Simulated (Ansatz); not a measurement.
Predict the output of the script below (Ansatz 0.2.0, Python API).

`lual2.py`
```python
"""Density difference of LuAl2 against its sublattices."""

import warnings

import ansatz as az
import numpy as np

VECTORS = np.array([
    [0.0, 3.856165, 3.856165],
    [3.856165, 0.0, 3.856165],
    [3.856165, 3.856165, 0.0],
])
SITES = [
    ("Lu", [0.5, 0.5, 0.5]),
    ("Lu", [0.75, 0.75, 0.75]),
    ("Al", [0.125, 0.125, 0.125]),
    ("Al", [0.625, 0.125, 0.125]),
    ("Al", [0.125, 0.625, 0.125]),
    ("Al", [0.125, 0.125, 0.625]),
]


def build(cell):
    crystal = az.Crystal(lattice=az.Lattice.of(cell))
    for symbol, position in SITES:
        crystal = crystal.atom(symbol, position)
    return crystal

warnings.simplefilter("ignore", az.DeckWarning)

# one cutoff and one grid for all runs, so that the fields can be subtracted
def solve(crystal):
    return (
        crystal.calculation()
        .functional("pbesol")
        .occupations(az.OccupationsMethod.FERMI_DIRAC)
        .basis(460, grid_basis="typed")
        .kpoints(5, 5, 5)
        .density()
        .run(threads=1)
    )


whole = solve(build(VECTORS))
difference = whole.density().channels[0].density_e_per_ang3.copy()
binding = whole.report["free_energy_ev"]
for element in ["Lu", "Al"]:
    part = az.Crystal(lattice=az.Lattice.of(VECTORS))
    for symbol, position in SITES:
        if symbol == element:
            part = part.atom(symbol, position)
    alone = solve(part)
    difference -= alone.density().channels[0].density_e_per_ang3
    binding -= alone.report["free_energy_ev"]
    print(f"{element} sublattice: {alone.report['n_electrons']:g} electrons, {alone.report['n_iterations']} iterations")

voxel = abs(np.linalg.det(VECTORS)) / difference.size
print(f"energy of the crystal less its unpolarised sublattices: {binding / len(SITES):.4f} eV/atom")
print(f"net charge of the difference {difference.sum() * voxel:.5f} e, charge rearranged {0.5 * np.abs(difference).sum() * voxel:.3f} e")
print(f"extremes {difference.min():.4f} and {difference.max():.4f} e/A^3")
for (symbol, position) in SITES:
    index = tuple(int(round(p * n)) % n for p, n in zip(position, difference.shape))
    print(f"  change of the pseudo-density at the grid point nearest {symbol}: {difference[index]:+.4f} e/A^3")
```

```console
$ python lual2.py
Lu sublattice: 50 electrons, 6 iterations
Al sublattice: 12 electrons, 6 iterations
energy of the crystal less its unpolarised sublattices: -1.6914 eV/atom
net charge of the difference -0.00000 e, charge rearranged 0.765 e
extremes -0.1516 and 0.0225 e/A^3
  change of the pseudo-density at the grid point nearest Lu: -0.1516 e/A^3
  change of the pseudo-density at the grid point nearest Lu: -0.1516 e/A^3
  change of the pseudo-density at the grid point nearest Al: -0.0226 e/A^3
  change of the pseudo-density at the grid point nearest Al: -0.0226 e/A^3
  change of the pseudo-density at the grid point nearest Al: -0.0226 e/A^3
  change of the pseudo-density at the grid point nearest Al: -0.0226 e/A^3
```

Notes:
- For a metal this k-point mesh is coarse: on a finer one energies can move by several to tens of meV an atom and pressures by half a GPa or more, differences at one mesh by less.
- Densities and potentials on the grid are those of the valence electrons, and inside the cores they hang on the potentials used.
- The structure comes from a database of computed cells and needn't be a stable or known phase.
- Charge moved counts every rearrangement, bonding and polarisation too, and is no transfer between atoms; the bare sublattices are artificial references. Values near the nuclei depend on the potentials.
- Hardware and time: 6.5 s on 1 thread of Arm Neoverse V1, on a shared host, peak memory 0.43 GiB.
